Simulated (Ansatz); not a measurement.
# C₃H₉InOSi₂: small, medium and large basis sets

Aim: see how fast density functionals converge with the basis set for C₃H₉InOSi₂.

Method: one geometry, several basis sets; program: Ansatz 0.2.0, Gaussian basis.

Levels to be run: PBE0-D4/def2-SVP; ωB97M-V/def2-SVP; PBE0-D4/def2-QZVPP; ωB97M-V/def2-QZVPP; the functionals' def2-TZVPP values are taken from earlier runs.

1 further run of the same task is left out (for a known fault of the program).

**1. The geometry**

The geometry comes from an earlier relaxation with PBE0-D4 in a triple-zeta def2 set; it is a stationary point, not always the lowest conformer. In takes the def2 core potential; no spin-orbit term is included.

16 atoms, charge 0, spin multiplicity 1.

Atoms are counted from 1 here; the program's logs count them from 0.

Bond lengths: C1–C2 1.206 Å, C1–H8 1.064 Å, C2–C3 1.432 Å, C3–Si4 1.884 Å, C3–In5 2.258 Å, C3–O6 1.447 Å, Si4–H9 1.486 Å, Si4–H10 1.490 Å, Si4–H11 1.486 Å, In5–H12 1.718 Å, In5–H13 1.723 Å, O6–Si7 1.638 Å, Si7–H14 1.479 Å, Si7–H15 1.521 Å, Si7–H16 1.481 Å. Angles: C2–C1–H8 180.0°, C1–C2–C3 178.6°, C2–C3–Si4 111.5°, C2–C3–In5 107.9°, C2–C3–O6 112.8°, Si4–C3–In5 108.2°, Si4–C3–O6 108.4°, In5–C3–O6 108.0°, C3–Si4–H9 108.9°, C3–Si4–H10 107.1°, C3–Si4–H11 112.2°, H9–Si4–H10 109.0°, H9–Si4–H11 109.9°, H10–Si4–H11 109.6°, C3–In5–H12 118.1°, C3–In5–H13 114.6°, H12–In5–H13 127.0°, C3–O6–Si7 117.4° and more.

**2. PBE0-D4 in def2-SVP**

in.yaml reads:

```yaml
crystal:
  periodic: [false, false, false]
  atoms:
    - {symbol: C, position_ang: [2.514300, 0.793598, 0.549350]}
    - {symbol: C, position_ang: [1.473556, 0.274689, 0.228675]}
    - {symbol: C, position_ang: [0.237846, -0.322735, -0.180423]}
    - {symbol: Si, position_ang: [0.517367, -1.681437, -1.455313]}
    - {symbol: In, position_ang: [-1.028700, 1.285826, -1.132130]}
    - {symbol: O, position_ang: [-0.507967, -0.882302, 0.926462]}
    - {symbol: Si, position_ang: [-1.192588, 0.168051, 1.980352]}
    - {symbol: H, position_ang: [3.431887, 1.251843, 0.832012]}
    - {symbol: H, position_ang: [-0.793206, -2.280863, -1.815951]}
    - {symbol: H, position_ang: [1.103426, -1.035487, -2.662801]}
    - {symbol: H, position_ang: [1.437149, -2.737499, -0.957913]}
    - {symbol: H, position_ang: [-0.364237, 2.863616, -1.269830]}
    - {symbol: H, position_ang: [-2.522789, 0.728075, -1.785486]}
    - {symbol: H, position_ang: [-2.297649, -0.517884, 2.683544]}
    - {symbol: H, position_ang: [-1.756106, 1.292062, 1.125094]}
    - {symbol: H, position_ang: [-0.252268, 0.800437, 2.934369]}
basis:
  gaussian: {orbitals: def2-SVP}
hamiltonian: {xc: pbe0, dispersion: d4}
output: {orbitals: {seedname: orbitals}}
```

Started as:

```sh
$ ansatz run in.yaml --threads 2 --pin off --events-out ev --progress --plain --max-ram 22528MiB --backend cpu
```

After this run come: ωB97M-V in def2-SVP; PBE0-D4 in def2-QZVPP; ωB97M-V in def2-QZVPP.

Before running them: what should the planned runs give, taken together? Wanted: PBE0-D4: double and triple zeta above quadruple; ωB97M-V: double and triple zeta above quadruple.

As calculated:

```
                                       quantity           value
PBE0-D4: double and triple zeta above quadruple  12.74, 0.88 eV
ωB97M-V: double and triple zeta above quadruple  12.95, 0.82 eV
```

PBE0-D4 gains 11.85 eV from double to triple zeta, then 0.88 eV more. Total energies overstate the basis error of differences, where much of it tends to cancel.
